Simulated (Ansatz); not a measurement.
Write a Python script for Ansatz's Python interface that makes a charge-density difference against the sublattices of YbTl₃, space group Pm-3m. Use (first run): LDA, PAW, cutoff 460 eV, 5×5×5 k-points, Methfessel-Paxton smearing of 0.1 eV.

```yaml
crystal:
  lattice:
    - [4.85954, 0.00000, 0.00000]
    - [0.00000, 4.85954, 0.00000]
    - [0.00000, 0.00000, 4.85954]
  atoms:
    - { symbol: Yb, position: [0.00000, 0.00000, 0.00000] }
    - { symbol: Tl, position: [0.00000, 0.50000, 0.50000] }
    - { symbol: Tl, position: [0.50000, 0.00000, 0.50000] }
    - { symbol: Tl, position: [0.50000, 0.50000, 0.00000] }
```

The script, `drho_ybtl3.py`:
```python
# -*- coding: utf-8 -*-
'''Density of YbTl3 less that of its sublattices.'''

import ansatz as az
import numpy as np

XC = 'lda'
FILLING = 'methfessel_paxton'
WIDTH_EV = 0.1
CUTOFF_EV = 460
KMESH = (5, 5, 5)

VECTORS = np.array([
    [4.859536, 0.0, 0.0],
    [0.0, 4.859536, 0.0],
    [0.0, 0.0, 4.859536],
])
SITES = [
    ('Yb', (0.0, 0.0, 0.0)),
    ('Tl', (0.0, 0.5, 0.5)),
    ('Tl', (0.5, 0.0, 0.5)),
    ('Tl', (0.5, 0.5, 0.0)),
]


def build(cell):
    crystal = az.Crystal(lattice=az.Lattice.of(cell))
    for symbol, position in SITES:
        crystal = crystal.atom(symbol, position)
    return crystal


def main():
    # one cutoff and one grid for all runs, so that the fields can be subtracted
    def solve(crystal):
        return (
            crystal.calculation()
            .functional(XC)
            .occupations(FILLING, width=WIDTH_EV)
            .basis(CUTOFF_EV, grid_basis='typed')
            .kpoints(*KMESH)
            .density()
            .run(threads=1)
        )


    whole = solve(build(VECTORS))
    difference = whole.density().channels[0].density_e_per_ang3.copy()
    binding = whole.report['free_energy_ev']
    for element in ['Yb', 'Tl']:
        part = az.Crystal(lattice=az.Lattice.of(VECTORS))
        for symbol, position in SITES:
            if symbol == element:
                part = part.atom(symbol, position)
        alone = solve(part)
        difference -= alone.density().channels[0].density_e_per_ang3
        binding -= alone.report['free_energy_ev']
        print(f'{element} sublattice: {alone.report["n_electrons"]:g} electrons, {alone.report["n_iterations"]} iterations')

    voxel = abs(np.linalg.det(VECTORS)) / difference.size
    print(f'energy of the crystal less its unpolarised sublattices: {binding / len(SITES):.4f} eV/atom')
    print(f'net charge of the difference {difference.sum() * voxel:.5f} e, charge rearranged {0.5 * np.abs(difference).sum() * voxel:.3f} e')
    print(f'extremes {difference.min():.4f} and {difference.max():.4f} e/A^3')
    for (symbol, position) in SITES:
        index = tuple(int(round(p * n)) % n for p, n in zip(position, difference.shape))
        print(f'  change of the pseudo-density at the grid point nearest {symbol}: {difference[index]:+.4f} e/A^3')


if __name__ == '__main__':
    main()
```

```console
$ python drho_ybtl3.py
Yb sublattice: 24 electrons, 17 iterations
Tl sublattice: 39 electrons, 6 iterations
energy of the crystal less its unpolarised sublattices: -0.8808 eV/atom
net charge of the difference 0.00000 e, charge rearranged 0.468 e
extremes -0.4688 and 0.0242 e/A^3
  change of the pseudo-density at the grid point nearest Yb: -0.4688 e/A^3
  change of the pseudo-density at the grid point nearest Tl: +0.0208 e/A^3
  change of the pseudo-density at the grid point nearest Tl: +0.0208 e/A^3
  change of the pseudo-density at the grid point nearest Tl: +0.0208 e/A^3
```

Semilocal functionals put the nearly full 4f shell of Yb too close to the Fermi level. The mesh is modest for a metal, so energies can be off by several to tens of meV an atom and pressures by half a GPa or more; differences at equal mesh fare better. Spin-orbit coupling, which matters for elements this heavy, is left out. Grid values close to the nuclei reflect the PAW or pseudopotential construction, not the all-electron fields. The structure comes from a database of computed cells and needn't be a stable or known phase. Charge moved counts every rearrangement, bonding and polarisation too, and is no transfer between atoms; the bare sublattices are artificial references. Values near the nuclei depend on the potentials. The whole script took 6.1 s on 1 thread of Arm Neoverse V2, on a shared host, peak memory 0.42 GiB.
